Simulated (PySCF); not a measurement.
**C2H8OSn (SMILES [CH3][SnH]([CH3])[OH]) at 6 levels**

Aim: a comparison of 6 runs (HF/3-21G, HF/def2-SVP, CAM-B3LYP/def2-SVP, PBE0/def2-SVP, BLYP/def2-TZVP, MP2/def2-TZVP) of C2H8OSn. Input form: a Python script.

Program for the calculation: PySCF 2.14.0.

## Step 1: The structure to begin with

C2H8OSn: 12 atoms, total charge 0, spin state singlet. As SMILES, `[CH3][SnH]([CH3])[OH]`. Geometry: relaxed at PBE0-D4/def2-TZVP. This is one conformer, not always the lowest.

Bond lengths: C1–Sn2 2.127 Å, Sn2–C3 2.137 Å, Sn2–O4 1.979 Å, C1–H5 1.090 Å, C1–H6 1.091 Å, C1–H7 1.090 Å, Sn2–H8 1.719 Å, C3–H9 1.091 Å, C3–H10 1.090 Å, C3–H11 1.090 Å, O4–H12 0.959 Å. Some angles: C1–Sn2–C3 113.4°, C1–Sn2–O4 102.6°, C3–Sn2–O4 107.5°, C1–Sn2–H8 113.5°, C3–Sn2–H8 111.6°, O4–Sn2–H8 107.5°, Sn2–C1–H5 109.7°, Sn2–C1–H6 110.8°, Sn2–C1–H7 109.2°, Sn2–C3–H9 110.5°.

## Step 2: Energy and forces at HF/3-21G (run 1)

Input file calc.py:

```python
from pyscf import gto

mol = gto.Mole()
mol.atom = '''
C     -1.393295     2.195106    -2.513714
Sn    -0.895541    -0.314828     0.587138
C      2.867470    -0.328434     2.053187
O     -1.509702    -3.662478    -0.963004
H     -3.325162     2.056967    -3.213479
H     -1.016106     4.140768    -1.948308
H     -0.094486     1.669384    -4.024550
H     -3.094993     0.088061     2.944571
H      3.355776     1.527655     2.806621
H      3.036790    -1.723241     3.559866
H      4.184799    -0.809559     0.543863
H     -1.970039    -4.944090     0.232247
'''
mol.basis = '3-21g'
mol.unit = 'bohr'
mol.spin = 0
mol.max_memory = 1860
mol.charge = 0
mol.verbose = 4
mol.build()

hf = mol.RHF()
hf.conv_tol = 1e-10
hf.kernel()
if not hf.converged:
    hf = hf.newton().run(hf.mo_coeff, hf.mo_occ)

energy = hf.e_tot
print('E(%s) = %.9f' % ('HF', energy))
grad = hf.nuc_grad_method().kernel()
hf.analyze()
```

Command:

```bash
$ OMP_NUM_THREADS=1 python calc.py
```

Standard output:

```text
PySCF version 2.14.0

[... 91 lines left out ...]
MO #4   energy= -145.36620266766   occ= 2
[... 13 lines left out ...]
MO #18  energy= -5.5376215932677   occ= 2
[... 13 lines left out ...]
MO #32  energy= -0.559169407173663 occ= 2
[... 13 lines left out ...]
MO #46  energy= 0.322072921125966  occ= 0
[... 13 lines left out ...]
MO #60  energy= 1.08954080934822   occ= 0
[... 13 lines left out ...]
MO #74  energy= 3.10949197519986   occ= 0
[... 89 lines left out ...]
Dipole moment(X, Y, Z, Debye):  0.34502,  0.95691,  1.80939
```

It took 15 s on 1 thread of Intel Xeon at 2.50GHz (Skylake/Cascade Lake), shared host; peak memory 0.15 GiB.

## Step 3: Energy and forces at HF/def2-SVP (core potential) (run 2)

Input file calc.py:

```python
import pyscf.grad
from pyscf import gto, scf

mol = gto.Mole()
mol.atom = '''
C     -1.393295     2.195106    -2.513714
Sn    -0.895541    -0.314828     0.587138
C      2.867470    -0.328434     2.053187
O     -1.509702    -3.662478    -0.963004
H     -3.325162     2.056967    -3.213479
H     -1.016106     4.140768    -1.948308
H     -0.094486     1.669384    -4.024550
H     -3.094993     0.088061     2.944571
H      3.355776     1.527655     2.806621
H      3.036790    -1.723241     3.559866
H      4.184799    -0.809559     0.543863
H     -1.970039    -4.944090     0.232247
'''
mol.charge = 0
mol.basis = 'def2-svp'
mol.verbose = 4
mol.max_memory = 1860
mol.unit = 'bohr'
mol.ecp = {'Sn': 'def2-svp'}
mol.build()

mf = scf.RHF(mol)
mf.conv_tol = 1e-10
mf.kernel()
if not mf.converged:
    mf = mf.newton().run(mf.mo_coeff, mf.mo_occ)

energy = mf.e_tot
print(f'total energy: {energy:.8f} hartree')
grad = mf.Gradients().kernel()
dip = mf.dip_moment()
pop, q = mf.mulliken_pop()
```

Command:

```bash
$ OMP_NUM_THREADS=1 python calc.py
```

Standard output:

```text
PySCF version 2.14.0

[... 68 lines left out ...]
converged SCF energy = -368.479685982331
total energy: -368.47968598 hartree
[... 11 lines left out ...]
Dipole moment(X, Y, Z, Debye):  0.46974,  1.19610,  1.58406
[... 121 lines left out ...]
charge of   11H =      0.19522
```

Run time: 52 s. Hardware: 1 thread of Intel Xeon at 2.50GHz (Skylake/Cascade Lake), shared host; peak memory 0.25 GiB.

Runs 3 to 5 aren't shown in full; the table further down has their settings and results.

## Step 4: Energy and forces at MP2/def2-TZVP (core potential) (run 6)

Input file calc.py:

```python
from pyscf import gto, scf, mp

mol = gto.M(
    atom=[
    ('C', (-0.737300, 1.161600, -1.330200)),
    ('Sn', (-0.473900, -0.166600, 0.310700)),
    ('C', (1.517400, -0.173800, 1.086500)),
    ('O', (-0.798900, -1.938100, -0.509600)),
    ('H', (-1.759600, 1.088500, -1.700500)),
    ('H', (-0.537700, 2.191200, -1.031000)),
    ('H', (-0.050000, 0.883400, -2.129700)),
    ('H', (-1.637800, 0.046600, 1.558200)),
    ('H', (1.775800, 0.808400, 1.485200)),
    ('H', (1.607000, -0.911900, 1.883800)),
    ('H', (2.214500, -0.428400, 0.287800)),
    ('H', (-1.042500, -2.616300, 0.122900)),
],
    charge=0,
    ecp={'Sn': 'def2-svp'},
    spin=0,
    verbose=3,
    max_memory=1860,
    basis='def2-tzvp',
)

mf = scf.RHF(mol)
mf.conv_tol = 1e-10
mf.kernel()
if not mf.converged:
    mf = mf.newton().run(mf.mo_coeff, mf.mo_occ)

pt = mp.MP2(mf, frozen=7).run()
e_tot = pt.e_tot
print('E = %.10f Eh' % e_tot)
grad = pt.nuc_grad_method().kernel()
dip = mf.dip_moment()
pop, q = mf.mulliken_pop()
```

Command:

```bash
$ OMP_NUM_THREADS=1 python calc.py
```

Standard output:

```text
converged SCF energy = -368.679062123087
[... 11 lines left out ...]
Dipole moment(X, Y, Z, Debye):  0.49555,  1.21284,  1.50723
[... 204 lines left out ...]
charge of   11H =      0.32369
```

It took 9.3 min on 1 thread of Intel Xeon at 2.50GHz (Skylake/Cascade Lake), shared host; peak memory 2.9 GiB.

## Step 5: All runs side by side

```csv
run,level,core potential,integration grid,energy (Eh),dipole moment (D) of the reference,HOMO energy (eV),LUMO energy (eV),wall time
1,HF/3-21G,–,–,-6150.704965,2.08,-10.63,4.01,15 s
2,HF/def2-SVP (core potential),def2-svp,–,-368.479686,2.04,-10.75,3.63,52 s
3,CAM-B3LYP/def2-SVP (core potential),def2-svp,5,-370.327722,1.72,-8.79,1.62,3 min
4,PBE0/def2-SVP (core potential),def2-svp,5,-370.248136,1.70,-7.43,0.67,1.9 min
5,BLYP/def2-TZVP (core potential),def2-svp,5,-370.502749,1.63,-6.07,-0.63,5.6 min
6,MP2/def2-TZVP (core potential),def2-svp,–,-369.596834,2.00,-10.75,2.54,9.3 min
```

## Step 6: What came out

```
                                          quantity          value
                               run 6: total energy  -369.59683 Eh
       run 6: dipole moment (Hartree–Fock density)         2.00 D
        run 6: HOMO energy (Hartree–Fock orbitals)      -10.75 eV
        run 6: LUMO energy (Hartree–Fock orbitals)        2.54 eV
      run 6: HOMO–LUMO gap (Hartree–Fock orbitals)       13.30 eV
run 6: correlation energy (7 core orbitals frozen)     -917.8 mEh
                   run 6: largest force on an atom     0.367 eV/Å
```

Over runs 1, 2, 3, 4, 5 the dipole moment (its size) runs from 1.63 D (BLYP/def2-TZVP) to 2.08 D (HF/3-21G). The two ends differ in method and basis and core potential. Over runs 1, 2, 3, 4, 5 the HOMO–LUMO gap runs from 5.43 eV (BLYP/def2-TZVP) to 14.64 eV (HF/3-21G). Totals of different functionals can't be ranked against each other. Some runs of one species differ in core potentials or relativity; totals across that change don't compare. In run 1 relativity is left out where basis or elements ask for it. All runs together took 21 min, the longest 9.3 min.
